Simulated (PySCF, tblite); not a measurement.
**C₃H₈AlBO: geometry, infrared bands and NMR shifts**

Wanted: the infrared bands and NMR shifts of C₃H₈AlBO (`B[O][AlH][CH2]C=C`), by calculation.

The runs use tblite 0.8.0 and PySCF 2.14.0, with density-fitted response routines of our own; the level of theory stands in each step. All values are computed, except where a source is named. Atoms are numbered from 0 throughout.

### Step 1. The molecule as given

14 atoms, charge 0, multiplicity 1; geometry from: force field or distance geometry start.

Bonds of the start (Å): B0–O1 1.49, O1–Al2 1.85, Al2–C3 2.00, C3–C4 1.46, C4–C5 1.32, B0–H6 1.18, B0–H7 1.19, Al2–H8 1.60, C3–H9 1.13, C3–H10 1.11, C4–H11 1.10, C5–H12 1.09, C5–H13 1.09.

### Step 2. Geometry optimisation with GFN2-xTB

What the job is given:

```
{"job": {"kind": "relax", "xc": "GFN2-xTB", "basis": "xTB"}, "charge": 0, "multiplicity": 1}
B      2.861500     0.434700    -0.222700
O      2.248000     0.251100    -1.564000
Al     0.605300    -0.514100    -1.189500
C     -0.340800     0.234700     0.401600
C     -1.801800     0.179300     0.322200
C     -2.511000    -0.284200    -0.693100
H      2.354600     1.231200     0.490300
H      3.990000     0.126800    -0.003500
H      0.539500    -2.107900    -1.339400
H     -0.047100    -0.426600     1.266800
H      0.060000     1.259600     0.579500
H     -2.376600     0.572000     1.173700
H     -1.980100    -0.686200    -1.558600
H     -3.602100    -0.270800    -0.660600
```

Run with:

```
$ OMP_NUM_THREADS=1 python probes_run.py task.json out
```

This one command runs all jobs of the session in turn.

**Question.** This job is followed by: GFN2-xTB harmonic vibrations, gas phase; GIAO PBE0/pcSseg-1 NMR shielding, non-relativistic, gas phase. What will the session give for the following? strongest single infrared mode (GFN2-xTB); zero-point energy (GFN2-xTB); ¹³C shifts against TMS (PBE0/pcSseg-1); ¹H shifts against TMS (PBE0/pcSseg-1, means over atoms taken as alike); ¹¹B shifts against BF3·OEt2 (PBE0/pcSseg-1); ¹⁷O shifts against H2O (PBE0/pcSseg-1); ²⁷Al shifts against AlH4- (PBE0/pcSseg-1).

**Answer**, as computed:

| quantity | value |
| --- | --- |
| strongest single infrared mode (GFN2-xTB) | 1344 cm⁻¹, 559 km/mol |
| zero-point energy (GFN2-xTB) | 61.5 kcal/mol |
| ¹³C shifts against TMS (PBE0/pcSseg-1) | 142.0, 123.6, 20.8 ppm |
| ¹H shifts against TMS (PBE0/pcSseg-1, means over atoms taken as alike) | 6.22, 5.66, 5.63, 5.02, 4.55, 1.98 ppm |
| ¹¹B shifts against BF3·OEt2 (PBE0/pcSseg-1) | 47.6 ppm |
| ¹⁷O shifts against H2O (PBE0/pcSseg-1) | 272.1 ppm |
| ²⁷Al shifts against AlH4- (PBE0/pcSseg-1) | 104.9 ppm |

What this shows: Over 152 steps the energy fell by 1.748 eV; of the close pairs, O1–Al2 changed most, 1.850 to 1.667 Å. All 36 modes are real, so the xTB geometry is a minimum. The strongest single mode, at 1344 cm⁻¹, moves mainly B0 and O1. Unscaled tight-binding wavenumbers are off by several per cent, some by more. Its intensities can rank the bands wrongly. The most deshielded carbon is C4 (alkene CH), at 142.0 ppm: as expected for a trigonal carbon in a double bond. H11 (hydrogen on an alkene CH) lies farthest downfield among hydrogen, at 6.22 ppm; olefinic region. At PBE0/pcSseg-1: The widest tensor belongs to O1: span 277 ppm, with a paramagnetic part of -333 ppm.
